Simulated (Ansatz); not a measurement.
**CH8BCl2NSi: shape, modes and thermochemistry**

The task is to find a stationary geometry of CH8BCl2NSi, check the end point by its vibrations and derive ideal-gas thermochemistry, and look at its orbitals and charge.

Program: Ansatz 0.2.0, Gaussian basis. Level of theory: RKS PBE0-D4/def2-TZVP. These are calculated values, not measurements.

Levels to be run: relaxation at PBE-D4/def2-SVP; relaxation at PBE0-D4/def2-TZVP; harmonic vibrations at the same level; a single point in def2-TZVPP for the fields.

## 1. Where the work starts

SMILES `C[B-](Cl)(Cl)[NH2+][SiH3]`, 14 atoms, charge 0, spin multiplicity 1.

Atoms are counted from 1 here; the program's logs count them from 0.

Bond lengths: C1–B2 1.625 Å, C1–H7 1.061 Å, C1–H8 1.119 Å, C1–H9 1.162 Å, B2–Cl3 1.841 Å, B2–Cl4 1.819 Å, B2–N5 1.569 Å, N5–Si6 1.818 Å, N5–H10 1.045 Å, N5–H11 1.019 Å, Si6–H12 1.494 Å, Si6–H13 1.454 Å, Si6–H14 1.482 Å. Angles: B2–C1–H7 111.4°, B2–C1–H8 105.6°, B2–C1–H9 106.2°, H7–C1–H8 112.1°, H7–C1–H9 112.3°, H8–C1–H9 108.9°, C1–B2–Cl3 106.6°, C1–B2–Cl4 112.2°, C1–B2–N5 108.1°, Cl3–B2–Cl4 107.8°, Cl3–B2–N5 111.9°, Cl4–B2–N5 110.1°, B2–N5–Si6 112.9°, B2–N5–H10 107.4°, B2–N5–H11 107.8°, Si6–N5–H10 108.2°, Si6–N5–H11 109.1°, H10–N5–H11 111.5° and more.

As a file:

```
C    -1.1497   -1.5937    0.7971
B    -0.5155   -0.1072    0.6232
Cl    0.4255    0.2481    2.1646
Cl   -1.7975    1.1716    0.4461
N     0.4136   -0.1177   -0.6413
Si    1.2461    1.4743   -0.9200
H    -0.3911   -2.3260    0.9152
H    -1.7635   -1.7679   -0.1225
H    -1.8576   -1.5392    1.7175
H     1.1461   -0.8460   -0.4847
H    -0.1651   -0.3373   -1.4509
H     2.1224    1.8102    0.2425
H     2.0396    1.3643   -2.1334
H     0.2340    2.5373   -1.1247
```

The start is a force-field geometry with small random shifts, so a cheaper pass at PBE-D4/def2-SVP comes first.

## 2. Geometry optimisation, PBE-D4/def2-SVP (cheap first pass)

File in.yaml:

```yaml
crystal:
  periodic: [false, false, false]
  atoms:
    - {symbol: C, position_ang: [-1.149700, -1.593700, 0.797100]}
    - {symbol: B, position_ang: [-0.515500, -0.107200, 0.623200]}
    - {symbol: Cl, position_ang: [0.425500, 0.248100, 2.164600]}
    - {symbol: Cl, position_ang: [-1.797500, 1.171600, 0.446100]}
    - {symbol: N, position_ang: [0.413600, -0.117700, -0.641300]}
    - {symbol: Si, position_ang: [1.246100, 1.474300, -0.920000]}
    - {symbol: H, position_ang: [-0.391100, -2.326000, 0.915200]}
    - {symbol: H, position_ang: [-1.763500, -1.767900, -0.122500]}
    - {symbol: H, position_ang: [-1.857600, -1.539200, 1.717500]}
    - {symbol: H, position_ang: [1.146100, -0.846000, -0.484700]}
    - {symbol: H, position_ang: [-0.165100, -0.337300, -1.450900]}
    - {symbol: H, position_ang: [2.122400, 1.810200, 0.242500]}
    - {symbol: H, position_ang: [2.039600, 1.364300, -2.133400]}
    - {symbol: H, position_ang: [0.234000, 2.537300, -1.124700]}
basis:
  gaussian: {orbitals: def2-SVP}
hamiltonian: {xc: pbe, dispersion: d4}
relax: {f_tol: 0.03, max_steps: 200}
```

On the command line:

```sh
$ ansatz run in.yaml --threads 4 --pin off --events-out ev --progress --plain --max-ram 11315MiB
```

Standard output, shortened:

```text
Functional definition: PBE
  name "PBE"
  cite "Perdew, Burke & Ernzerhof, Phys. Rev. Lett. 77, 3865 (1996) doi:10.1103/PhysRevLett.77.3865"
  parent pbe
[...]
1534 factors; their error is unknown
[...]
mean field -36227.91712706 eV, -1331.3513982553 hartree, gradient 1.7e-5 eV, S^2 0.000000; 0 other end points of the search recorded, 0 dependent functions left out
[...]
reference -36227.91716404 eV, -1331.3513996141 hartree; 37, 37 occupied and 99, 99 virtual orbitals, 1534 factors
relax step   1: F+E_penalty+E_count = -36228.35449361 eV  Δ(F+E_penalty+E_count) = +0.000e0 eV  max|allowed force component| = 2.207e0 eV/Å  Δτ_max = 0.0000 Å  (28 SCF iters, accepted)
[...]
relax step   4: F+E_penalty+E_count = -36228.76743326 eV  Δ(F+E_penalty+E_count) = +1.213e-2 eV  max|allowed force component| = 6.958e-1 eV/Å  Δτ_max = 0.1177 Å  (28 SCF iters, rejected (line search))
[...]
relax step   7: F+E_penalty+E_count = -36228.82523875 eV  Δ(F+E_penalty+E_count) = -8.825e-3 eV  max|allowed force component| = 1.736e-1 eV/Å  Δτ_max = 0.1448 Å  (28 SCF iters, accepted)
[...]
relax step  10: F+E_penalty+E_count = -36228.89184697 eV  Δ(F+E_penalty+E_count) = -3.838e-2 eV  max|allowed force component| = 6.191e-2 eV/Å  Δτ_max = 0.1734 Å  (28 SCF iters, accepted)
[...]
reference -36228.46278820 eV, -1331.3714509322 hartree; 37, 37 occupied and 99, 99 virtual orbitals, 1534 factors
Total energy: -36228.89526532 eV, -1331.3873441732 hartree
Atom 0 at    -1.171296    -1.591669     0.857744 Å, force    -0.005424    -0.006600     0.002776 eV/Å
Atom 1 at    -0.682405    -0.101318     0.561786 Å, force     0.008428    -0.002203     0.002657 eV/Å
Atom 2 at     0.260722     0.675083     1.994301 Å, force    -0.001027    -0.004070    -0.005789 eV/Å
Atom 3 at    -2.027694     1.025519    -0.074289 Å, force    -0.002215     0.004150    -0.002032 eV/Å
Atom 4 at     0.424741    -0.092343    -0.644563 Å, force    -0.004084     0.008711    -0.001834 eV/Å
Atom 5 at     1.341244     1.523206    -0.803474 Å, force     0.003353    -0.002860    -0.000072 eV/Å
Atom 6 at    -0.339700    -2.252682     1.185508 Å, force    -0.001073    -0.001053     0.000343 eV/Å
Atom 7 at    -1.658780    -2.057984    -0.025440 Å, force    -0.000028     0.000161     0.000436 eV/Å
Atom 8 at    -1.921395    -1.591545     1.674137 Å, force     0.003128     0.003487    -0.003202 eV/Å
Atom 9 at     1.094578    -0.860363    -0.470762 Å, force    -0.001048     0.003426     0.000530 eV/Å
Atom 10 at    -0.068556    -0.327248    -1.521815 Å, force     0.001118    -0.004989     0.006201 eV/Å
Atom 11 at     2.639750     1.354166    -0.084587 Å, force    -0.003312     0.004797    -0.002382 eV/Å
Atom 12 at     1.602477     1.616911    -2.282071 Å, force    -0.000783     0.001930     0.004455 eV/Å
Atom 13 at     0.493614     2.651065    -0.337775 Å, force     0.002967    -0.004885    -0.002087 eV/Å
Dipole moment:     0.682965    -0.306056    -0.749690 e Å
```

Wall time 30 s (4 threads of AMD EPYC 7R32, shared host).

Along the way: (the energy doesn't fall at every step)

| step | energy from step 1 (eV) | largest force component (eV/Å) |
| --- | --- | --- |
| 1 | 0.0000 | 2.2065 |
| 2 | -0.3975 | 0.8676 |
| 3 | -0.4251 | 0.5416 |
| 4 | -0.4129 | 0.6958 |
| 5 | -0.4585 | 0.0956 |
| 6 | -0.4619 | 0.0554 |
| 7 | -0.4707 | 0.1736 |
| 8 | -0.4855 | 0.3812 |
| 9 | -0.4990 | 0.4763 |
| 10 | -0.5374 | 0.0619 |
| 11 | -0.5159 | 0.3097 |
| 12 | -0.5401 | 0.0400 |
| 13 | -0.5396 | 0.1039 |
| 14 | -0.5404 | 0.0212 |
| 15 | -0.5407 | 0.0087 |

The force was under the threshold of 0.03 eV/Å already at step 14, but the program went on to step 15.

Distances of close pairs at the start and the end, largest changes first:

| bond | before (Å) | after (Å) | change (Å) |
| --- | --- | --- | --- |
| B2–N5 | 1.569 | 1.637 | +0.068 |
| C1–H9 | 1.162 | 1.109 | -0.054 |
| C1–H7 | 1.061 | 1.112 | +0.051 |
| Si6–H13 | 1.454 | 1.504 | +0.050 |
| B2–Cl4 | 1.819 | 1.867 | +0.047 |
| N5–Si6 | 1.818 | 1.864 | +0.046 |
| B2–Cl3 | 1.841 | 1.883 | +0.042 |
| C1–B2 | 1.625 | 1.596 | -0.029 |

## 3. Relaxation at PBE0-D4/def2-TZVP

File in.yaml:

```yaml
crystal:
  periodic: [false, false, false]
  atoms:
    - {symbol: C, position_ang: [-1.171296, -1.591669, 0.857744]}
    - {symbol: B, position_ang: [-0.682405, -0.101318, 0.561786]}
    - {symbol: Cl, position_ang: [0.260722, 0.675083, 1.994301]}
    - {symbol: Cl, position_ang: [-2.027694, 1.025519, -0.074289]}
    - {symbol: N, position_ang: [0.424741, -0.092343, -0.644563]}
    - {symbol: Si, position_ang: [1.341244, 1.523206, -0.803474]}
    - {symbol: H, position_ang: [-0.339700, -2.252682, 1.185508]}
    - {symbol: H, position_ang: [-1.658780, -2.057984, -0.025440]}
    - {symbol: H, position_ang: [-1.921395, -1.591545, 1.674137]}
    - {symbol: H, position_ang: [1.094578, -0.860363, -0.470762]}
    - {symbol: H, position_ang: [-0.068556, -0.327248, -1.521815]}
    - {symbol: H, position_ang: [2.639750, 1.354166, -0.084587]}
    - {symbol: H, position_ang: [1.602477, 1.616911, -2.282071]}
    - {symbol: H, position_ang: [0.493614, 2.651065, -0.337775]}
basis:
  gaussian: {orbitals: def2-TZVP}
hamiltonian: {xc: pbe0, dispersion: d4}
relax: {f_tol: 0.005, max_steps: 150}
```

Same command.

Standard output, shortened:

```text
Functional definition: PBE0
  name "PBE0"
  cite "Adamo & Barone, J. Chem. Phys. 110, 6158 (1999) doi:10.1063/1.478522"
  cite "Perdew, Burke & Ernzerhof, Phys. Rev. Lett. 77, 3865 (1996) doi:10.1103/PhysRevLett.77.3865"
  parent pbe
[...]
1660 factors; their error is unknown
[...]
mean field -36246.99267127 eV, -1332.0524115751 hartree, gradient 2.5e-5 eV, S^2 0.000000; 0 other end points of the search recorded, 0 dependent functions left out
[...]
reference -36246.99270887 eV, -1332.0524129568 hartree; 37, 37 occupied and 215, 215 virtual orbitals, 1660 factors
relax step   1: F+E_penalty+E_count = -36247.36139159 eV  Δ(F+E_penalty+E_count) = +0.000e0 eV  max|allowed force component| = 5.235e-1 eV/Å  Δτ_max = 0.0000 Å  (28 SCF iters, accepted)
[...]
Atom 4 at     0.405573    -0.070418    -0.649422 Å, force    -0.000062     0.001947     0.000376 eV/Å
Atom 5 at     1.337415     1.495685    -0.804946 Å, force    -0.000045    -0.000565     0.000394 eV/Å
Atom 6 at    -0.317226    -2.222723     1.165018 Å, force    -0.000189     0.000173     0.000017 eV/Å
Atom 7 at    -1.626917    -2.038331    -0.020674 Å, force    -0.000226    -0.000282    -0.000031 eV/Å
Atom 8 at    -1.882130    -1.591223     1.660759 Å, force     0.000069     0.000147    -0.000106 eV/Å
Atom 9 at     1.056384    -0.838148    -0.489984 Å, force     0.000712    -0.001003     0.000091 eV/Å
Atom 10 at    -0.096567    -0.283432    -1.509338 Å, force    -0.000632    -0.000772    -0.001007 eV/Å
Atom 11 at     2.588409     1.324106    -0.042389 Å, force     0.000046    -0.000154    -0.000016 eV/Å
Atom 12 at     1.647521     1.572150    -2.256054 Å, force    -0.000263     0.000131     0.000033 eV/Å
Atom 13 at     0.500252     2.626066    -0.383875 Å, force    -0.000064     0.000317    -0.000150 eV/Å
Dipole moment:     0.709978    -0.318292    -0.782689 e Å
```

It took 79 s on 4 threads of AMD EPYC 7R32, shared host; peak memory 0.93 GiB.

Along the way:

| step | energy from step 1 (eV) | largest force component (eV/Å) |
| --- | --- | --- |
| 1 | 0.0000 | 0.5235 |
| 2 | -0.0461 | 0.2085 |
| 3 | -0.0522 | 0.0790 |
| 4 | -0.0527 | 0.0318 |
| 5 | -0.0526 | 0.0909 |
| 6 | -0.0528 | 0.0083 |
| 7 | -0.0530 | 0.0143 |
| 8 | -0.0528 | 0.0623 |
| 9 | -0.0531 | 0.0058 |
| 10 | -0.0532 | 0.0088 |
| 11 | -0.0532 | 0.0051 |
| 12 | -0.0532 | 0.0019 |

Distances of close pairs at the start and the end, largest changes first:

| bond | before (Å) | after (Å) | change (Å) |
| --- | --- | --- | --- |
| N5–Si6 | 1.864 | 1.829 | -0.035 |
| Si6–H12 | 1.494 | 1.475 | -0.019 |
| Si6–H13 | 1.504 | 1.486 | -0.019 |
| Si6–H14 | 1.486 | 1.468 | -0.017 |
| B2–Cl3 | 1.883 | 1.866 | -0.017 |
| C1–H9 | 1.109 | 1.092 | -0.017 |
| C1–H7 | 1.112 | 1.096 | -0.016 |
| C1–H8 | 1.111 | 1.095 | -0.016 |

Mulliken charges at the end point, from the run's report:

C1 -0.40; B2 0.03; Cl3 -0.23; Cl4 -0.24; N5 -0.32; Si6 0.18; H7 0.12; H8 0.12; H9 0.14; H10 0.27; H11 0.28; H12 0.02; H13 -0.02; H14 0.05

## 4. Force constants and modes

File in.yaml:

```yaml
crystal:
  periodic: [false, false, false]
  atoms:
    - {symbol: C, position_ang: [-1.148480, -1.581348, 0.852177]}
    - {symbol: B, position_ang: [-0.678554, -0.095713, 0.560174]}
    - {symbol: Cl, position_ang: [0.248122, 0.670481, 1.986821]}
    - {symbol: Cl, position_ang: [-2.046503, 1.003645, -0.039567]}
    - {symbol: N, position_ang: [0.405573, -0.070418, -0.649422]}
    - {symbol: Si, position_ang: [1.337415, 1.495685, -0.804946]}
    - {symbol: H, position_ang: [-0.317226, -2.222723, 1.165018]}
    - {symbol: H, position_ang: [-1.626917, -2.038331, -0.020674]}
    - {symbol: H, position_ang: [-1.882130, -1.591223, 1.660759]}
    - {symbol: H, position_ang: [1.056384, -0.838148, -0.489984]}
    - {symbol: H, position_ang: [-0.096567, -0.283432, -1.509338]}
    - {symbol: H, position_ang: [2.588409, 1.324106, -0.042389]}
    - {symbol: H, position_ang: [1.647521, 1.572150, -2.256054]}
    - {symbol: H, position_ang: [0.500252, 2.626066, -0.383875]}
basis:
  gaussian: {orbitals: def2-TZVP}
hamiltonian: {xc: pbe0, dispersion: d4}
phonons: {temperatures: {t_min: 298.15, t_max: 900, t_step: 200}}
```

Same command.

Standard output, shortened:

```text
Functional definition: PBE0
  name "PBE0"
  cite "Adamo & Barone, J. Chem. Phys. 110, 6158 (1999) doi:10.1063/1.478522"
  cite "Perdew, Burke & Ernzerhof, Phys. Rev. Lett. 77, 3865 (1996) doi:10.1103/PhysRevLett.77.3865"
  parent pbe
[...]
1660 factors; their error is unknown
[...]
mean field -36247.04350034 eV, -1332.0542795089 hartree, gradient 2.5e-5 eV, S^2 0.000000; 0 other end points of the search recorded, 0 dependent functions left out
[...]
reference -36247.04353766 eV, -1332.0542808806 hartree; 37, 37 occupied and 215, 215 virtual orbitals, 1660 factors
[...]
1660 factors; their error is unknown
mean field -36247.04332122 eV, -1332.0542729263 hartree, gradient 1.7e-6 eV, S^2 0.000000; 0 other end points of the search recorded, 0 dependent functions left out
[...]
reference -36247.04335854 eV, -1332.0542742980 hartree; 37, 37 occupied and 215, 215 virtual orbitals, 1660 factors
[...]
Atom 7 at    -1.626917    -2.038331    -0.020674 Å, force    -0.000205    -0.000264    -0.000031 eV/Å
Atom 8 at    -1.882130    -1.591223     1.660759 Å, force     0.000074     0.000138    -0.000094 eV/Å
Atom 9 at     1.056384    -0.838148    -0.489984 Å, force     0.000934    -0.000928    -0.000142 eV/Å
Atom 10 at    -0.096567    -0.283432    -1.509338 Å, force    -0.000612    -0.000749    -0.001013 eV/Å
Atom 11 at     2.588409     1.324106    -0.042389 Å, force     0.000056    -0.000106    -0.000030 eV/Å
Atom 12 at     1.647521     1.572150    -2.256054 Å, force    -0.000254     0.000125     0.000033 eV/Å
Atom 13 at     0.500252     2.626066    -0.383875 Å, force    -0.000115     0.000245    -0.000116 eV/Å
Dipole moment:     0.709979    -0.318291    -0.782691 e Å
Vibrations: 74.94 128.03 193.85 212.66 217.32 226.56 281.11 286.58 380.28 488.82 567.11 620.85 628.25 716.84 736.56 804.19 900.82 929.45 949.46 964.26 971.26 1011.99 1119.20 1159.33 1339.96 1455.60 1468.58 1580.65 2232.52 2289.85 2335.68 3031.37 3098.71 3130.91 3471.15 3544.49 cm⁻¹, [...]
```

Wall time 6.3 min (4 threads of AMD EPYC 7R32, shared host); peak memory 0.94 GiB.

Motions are named by where the mode's potential energy lies. Wavenumbers, unscaled:

| mode | cm⁻¹ | motion |
| --- | --- | --- |
| 1 | 75 | torsion |
| 2 | 128 | bend |
| 3 | 194 | torsion |
| 4 | 213 | bend with torsion |
| 5 | 217 | torsion |
| 6 | 227 | torsion with bend |
| 7 | 281 | torsion with bend |
| 8 | 287 | torsion with bend |
| 9 | 380 | bend with torsion |
| 10 | 489 | B–Cl stretch |
| 11 | 567 | bend with torsion |
| 12 | 621 | mixed, led by bend |
| 13 | 628 | B–Cl stretch with bend |
| 14 | 717 | Si–N stretch with bend |
| 15 | 737 | B–N stretch with bend |
| 16 | 804 | bend with wag or twist |
| 17 | 901 | bend |
| 18 | 929 | bend with wag or twist |
| 19 | 949 | bend with wag or twist |
| 20 | 964 | bend with wag or twist |
| 21 | 971 | bend with wag or twist |
| 22 | 1012 | B–C stretch |
| 23 | 1119 | bend |
| 24 | 1159 | bend |
| 25 | 1340 | bend |
| 26 | 1456 | bend |
| 27 | 1469 | bend |
| 28 | 1581 | bend |
| 29 | 2233 | Si–H stretch |
| 30 | 2290 | Si–H stretch |
| 31 | 2336 | Si–H stretch |
| 32 | 3031 | C–H stretch |
| 33 | 3099 | C–H stretch |
| 34 | 3131 | C–H stretch |
| 35 | 3471 | N–H stretch |
| 36 | 3544 | N–H stretch |

From these modes and the moments of inertia (298.15 K, 1 bar, symmetry number 1):

| term | value |
| --- | --- |
| zero-point energy | 62.3 kcal/mol |
| H(298) − E | 68.5 kcal/mol |
| entropy, translation | 170.8 J/(mol K) |
| entropy, rotation | 121.3 J/(mol K) |
| entropy, vibration | 95.3 J/(mol K) |
| entropy, total | 387.4 J/(mol K) |

## 5. Fields at the relaxed geometry

in.yaml: that of step 4 with these lines changed.

```diff
@@ -18,4 +18,4 @@
 basis:
-  gaussian: {orbitals: def2-TZVP}
+  gaussian: {orbitals: def2-TZVPP}
 hamiltonian: {xc: pbe0, dispersion: d4}
-phonons: {temperatures: {t_min: 298.15, t_max: 900, t_step: 200}}
+output: {orbitals: {seedname: orbitals}}
```

Same command.

Standard output:

```text
Functional definition: PBE0
  name "PBE0"
  cite "Adamo & Barone, J. Chem. Phys. 110, 6158 (1999) doi:10.1063/1.478522"
  cite "Perdew, Burke & Ernzerhof, Phys. Rev. Lett. 77, 3865 (1996) doi:10.1103/PhysRevLett.77.3865"
  parent pbe
  parameter a = 0.25
  parameter kappa = 0.804
  parameter beta = 0.06672455060314922
  exchange = (1 - a)*pbe_x(kappa = kappa, mu = beta*pi^2/3) + a*exact_x
  correlation = pbe_c(beta = beta)
1917 factors; their error is unknown
mean field evaluation 1: about -36237.8669 eV, gradient 6.7e1 eV
mean field evaluation 2: about -36231.1441 eV, gradient 8.3e1 eV
mean field evaluation 4: about -36247.0165 eV, gradient 4.1e0 eV
mean field evaluation 8: about -36247.0522 eV, gradient 3.1e-2 eV
mean field evaluation 16: about -36247.1284 eV, gradient 7.2e-5 eV
mean field -36247.12842581 eV, -1332.0574004625 hartree, gradient 7.2e-5 eV, S^2 0.000000; 0 other end points of the search recorded, 0 dependent functions left out
reference -36247.12846327 eV, -1332.0574018391 hartree; 37, 37 occupied and 294, 294 virtual orbitals, 1917 factors
Total energy: -36247.49952379 eV, -1332.0710380617 hartree
```

Wall time 6.5 s (4 threads of AMD EPYC 7R32, shared host); peak memory 1.3 GiB.

Orbitals, density, ELF and potential are computed afterwards from the orbital file.

Frontier orbitals at PBE0-D4/def2-TZVPP, with the share of their density that lies nearest to each atom:

| orbital | energy (eV) | lies on |
| --- | --- | --- |
| HOMO | -7.88 | Cl4 59 %; Cl3 16 %; C1 10 % |
| LUMO | -0.60 | 4 H atoms about 14 % each; Si6 14 %; H14 12 % |

ELF in a plane through or near 5 of the atoms.

Ten even steps from '0' (0.00) to '9' (1.00):
```
0000000000000000000000000000
0000000000000000000000000000
0000000000000000000000000000
0000002430000000000000000000
0000028983000110000000000000
0000059998100121000003200000
0000059999300233210179951000
0000027999400242233699984000
0000012211221316287899984000
0000011176377760595289852000
0000144265487883892456420000
0002478311784572454453100000
0003689842577861025652000000
0002588730247861002331000000
0000256410025640000110000000
0000011100001210000000000000
0000000000000000000000000000
0000000000000000000000000000
0000000000000000000000000000
0000000000000000000000000000
```
The map spans 11.2 Å across and 8.3 Å up, centred on the molecule. Atoms in the plane (x, y in Å): C1 (2.1, -0.2), B2 (0.7, 0.5), N5 (-0.5, -0.6), Si6 (-2.2, 0.0), H9 (2.9, 0.6).

On the surface of density 0.002 e/bohr³ the electrostatic potential runs, from the 1st to the 99th percentile, from -1.22 V near Cl4 to 2.71 V near H10.

## 6. Results

| quantity | value |
| --- | --- |
| point group | C1 |
| steps | 15 + 12 |
| shift from the start (rms) | 0.397 Å |
| total energy | -36247.4146 eV |
| dispersion term | -371 meV |
| dipole moment | 5.30 D |
| lowest, highest wavenumber | 75, 3544 cm⁻¹ |
| zero-point energy | 62.3 kcal/mol |
| entropy at 298.15 K | 387.4 J/(mol K) |
| HOMO, LUMO | -7.88, -0.60 eV |

**Reading.** The relaxed geometry lies 0.40 Å (rms) from the start; the bond that changed most is C1–H9, from 1.162 to 1.092 Å. No mode is imaginary: a true minimum at this level. The stiffest mode, 3544 cm⁻¹, is an N–H stretch, and 3 modes under 200 cm⁻¹ make the vibrational entropy uncertain. Harmonic hybrid wavenumbers usually lie a few per cent above measured fundamentals. The largest Mulliken charge, -0.40 e, sits on C1. The HOMO lies mostly on Cl4 59 %; Cl3 16 % and the LUMO on 4 H atoms about 14 % each; Si6 14 %.
